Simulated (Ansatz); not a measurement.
**C₂H₈ClGeNO: a ladder of functionals and wavefunction methods**

How much do the methods differ for C₂H₈ClGeNO? The plan is to run it at one geometry with functionals of several rungs and with coupled cluster, and see how far each lands from CCSD(T) at the basis-set limit for the atomisation energy.

The runs use Ansatz 0.2.0, Gaussian basis; functionals in def2-TZVPP, the program's frozen cores in correlated methods.

The runs, in order: PBE-D4, r2SCAN-D4, PBE0-D4, B3LYP-D4, ωB97X-V, ωB97M-V, B2PLYP; CCSD(T)/def2-TZVPP; MP2/def2-QZVPP; extrapolation to the limit.

## 1. Structure used throughout

All runs share one geometry, relaxed beforehand with PBE0-D4 in a triple-zeta def2 set.

SMILES `C[O][Ge]([CH3])([NH2])[Cl]`, 14 atoms, charge 0, spin multiplicity 1.

Atoms are counted from 1 here; the program's logs count them from 0.

Bond lengths: C1–O2 1.409 Å, C1–H7 1.092 Å, C1–H8 1.095 Å, C1–H9 1.097 Å, O2–Ge3 1.763 Å, Ge3–C4 1.931 Å, Ge3–N5 1.811 Å, Ge3–Cl6 2.183 Å, C4–H10 1.090 Å, C4–H11 1.090 Å, C4–H12 1.090 Å, N5–H13 1.010 Å, N5–H14 1.011 Å. Angles: O2–C1–H7 107.7°, O2–C1–H8 111.9°, O2–C1–H9 112.0°, H7–C1–H8 108.5°, H7–C1–H9 108.1°, H8–C1–H9 108.5°, C1–O2–Ge3 120.7°, O2–Ge3–C4 114.5°, O2–Ge3–N5 102.7°, O2–Ge3–Cl6 106.3°, C4–Ge3–N5 113.3°, C4–Ge3–Cl6 106.7°, N5–Ge3–Cl6 113.3°, Ge3–C4–H10 109.4°, Ge3–C4–H11 109.7°, Ge3–C4–H12 109.9°, H10–C4–H11 109.4°, H10–C4–H12 109.8° and more.

## 2. PBE-D4 (GGA)

The input, in.yaml:

```yaml
crystal:
  periodic: [false, false, false]
  atoms:
    - {symbol: C, position_ang: [-0.648041, -2.128447, -0.055120]}
    - {symbol: O, position_ang: [0.303191, -1.245409, 0.493679]}
    - {symbol: Ge, position_ang: [0.083736, 0.500009, 0.374686]}
    - {symbol: C, position_ang: [0.147714, 1.195492, -1.425388]}
    - {symbol: N, position_ang: [1.402153, 1.141245, 1.438101]}
    - {symbol: Cl, position_ang: [-1.919347, 0.917791, 1.136458]}
    - {symbol: H, position_ang: [-0.331573, -3.146154, 0.182286]}
    - {symbol: H, position_ang: [-1.646330, -1.967255, 0.366126]}
    - {symbol: H, position_ang: [-0.712007, -2.037762, -1.146857]}
    - {symbol: H, position_ang: [1.111894, 0.953053, -1.872749]}
    - {symbol: H, position_ang: [0.018250, 2.278034, -1.406673]}
    - {symbol: H, position_ang: [-0.654766, 0.759308, -2.019736]}
    - {symbol: H, position_ang: [1.360650, 2.134250, 1.619483]}
    - {symbol: H, position_ang: [1.484495, 0.645844, 2.315715]}
basis:
  gaussian: {orbitals: def2-TZVPP}
hamiltonian: {xc: pbe, dispersion: d4}
output: {forces: true, orbitals: {seedname: orbitals}}
```

Command:

```bash
$ ansatz run in.yaml --threads 2 --pin off --events-out ev --progress --plain --max-ram 32768MiB --backend cuda --devices 0, --max-vram 18GiB
```

Further steps of the session: r2SCAN-D4 (meta-GGA); PBE0-D4 (hybrid); B3LYP-D4 (hybrid); ωB97X-V (range-separated); ωB97M-V (range-separated); B2PLYP (double hybrid); CCSD(T) in def2-TZVPP; MP2 in def2-QZVPP.

Before running them: what should the planned runs give, taken together? Wanted: atomisation energy, CCSD(T)/CBS; farthest; mean size of error, hybrid; mean size of error, range-separated; gap, smallest and largest; T1 diagnostic; triples share of the correlation energy.

As calculated:

| quantity | value |
| --- | --- |
| atomisation energy, CCSD(T)/CBS | 5071.3 kJ/mol |
| functionals within 50.7 kJ/mol (1.0 %) | r2SCAN-D4, PBE0-D4, B3LYP-D4, ωB97X-V, ωB97M-V |
| farthest | B2PLYP (-73.3 kJ/mol) |
| mean size of error, hybrid | 22.2 kJ/mol |
| mean size of error, range-separated | 6.8 kJ/mol |
| gap, smallest and largest | 5.71 eV (PBE-D4), 12.62 eV (ωB97X-V) |
| T1 diagnostic | 0.0105 |
| triples share of the correlation energy | 3.8 % |

In words: PBE-D4 is off by +71.8 kJ/mol. Double hybrids carry the basis error of their MP2 part in triple zeta, and no dispersion term here, so their miss is partly the set-up's. The reference freezes the cores and leaves out relativity and excitations past (T), and its outer-core shells are covered unevenly, so misses under about 50.7 kJ/mol can't be ranked. Hartree-Fock recovers 71 % of the binding; the rest is correlation. The gap grows from 5.7 to 12.6 eV across the functionals, mostly with the share of exact exchange. Correlated methods include outer-core shells of Ge, which these sets cover unevenly.
